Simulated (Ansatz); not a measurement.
# LiMgBN2: the cost of one run

Computed with Ansatz 0.2.0 (DFT PBE, scalar-relativistic, plane waves, PAW, unless a step's input says otherwise).

### 1 The starting structure

It takes space group I-4m2 (No. 119, tetragonal). The conventional cell has a = 3.819 Å, b = 3.819 Å, c = 8.887 Å, α = 90.00°, β = 90.00°, γ = 90.00°. Around Li (site symmetry -4m2) lie 4 N at 2.10 Å. Around Mg (site symmetry -4m2) lie 4 N at 2.10 Å. B (site symmetry -4m2) has 2 N at 1.34 Å as nearest neighbours. Around N (site symmetry 2mm) lie 1 B at 1.34 Å.

Structure file:

```cif
data_structure
_symmetry_space_group_name_H-M 'P 1'
_symmetry_Int_Tables_number 1
_cell_length_a 5.1999
_cell_length_b 5.1999
_cell_length_c 5.1999
_cell_angle_alpha 136.908
_cell_angle_beta 136.908
_cell_angle_gamma 62.580
_cell_volume 64.82
loop_
_atom_site_label
_atom_site_type_symbol
_atom_site_fract_x
_atom_site_fract_y
_atom_site_fract_z
_atom_site_occupancy
Li1 Li 0.25000 0.75000 0.50000 1
Mg1 Mg 0.75000 0.25000 0.50000 1
B1 B 0.50000 0.50000 0.00000 1
N1 N 0.65126 0.65126 0.00000 1
N2 N 0.34874 0.34874 0.00000 1
```

Source of the structure: the Materials Project (structure only).

(A quick probe on a coarse mesh, which set the mesh and smearing, is not shown.)

### 3 The relaxation

The input, input.yaml:

```yaml
crystal:
  lattice:
    - [-1.909656, 1.909656, 4.443522]
    - [1.909656, -1.909656, 4.443522]
    - [1.909656, 1.909656, -4.443522]
  atoms:
    - { symbol: Li, position: [0.25, 0.75, 0.5] }
    - { symbol: Mg, position: [0.75, 0.25, 0.5] }
    - { symbol: B, position: [0.5, 0.5, 0.0] }
    - { symbol: "N", position: [0.6512635, 0.6512635, 0.0] }
    - { symbol: "N", position: [0.3487365, 0.3487365, 0.0] }
basis:
  ecutwfc: 420
kpoints:
  mp_grid: { grid: [8, 8, 8] }
hamiltonian:
  xc: pbe
scf:
  occupations: { method: gaussian, width: 0.02 }
output:
  forces: true
  stress: true
  eigenvalues: true
relax:
  adjacent_minimum: "off"
  f_tol: 0.005
  max_steps: 80
  cell: { stress_tol: 0.05 }
```

Started as:

```
ansatz run input.yaml --threads 4 --pin off --max-ram 9216MiB --backend cpu --events-out ev --progress --plain --runs-dir out
```

**Question.** How long does this run take on 4 threads of Arm Neoverse V2, shared host, and how much memory does it need?

About 10 s, with a peak of 0.44 GiB.
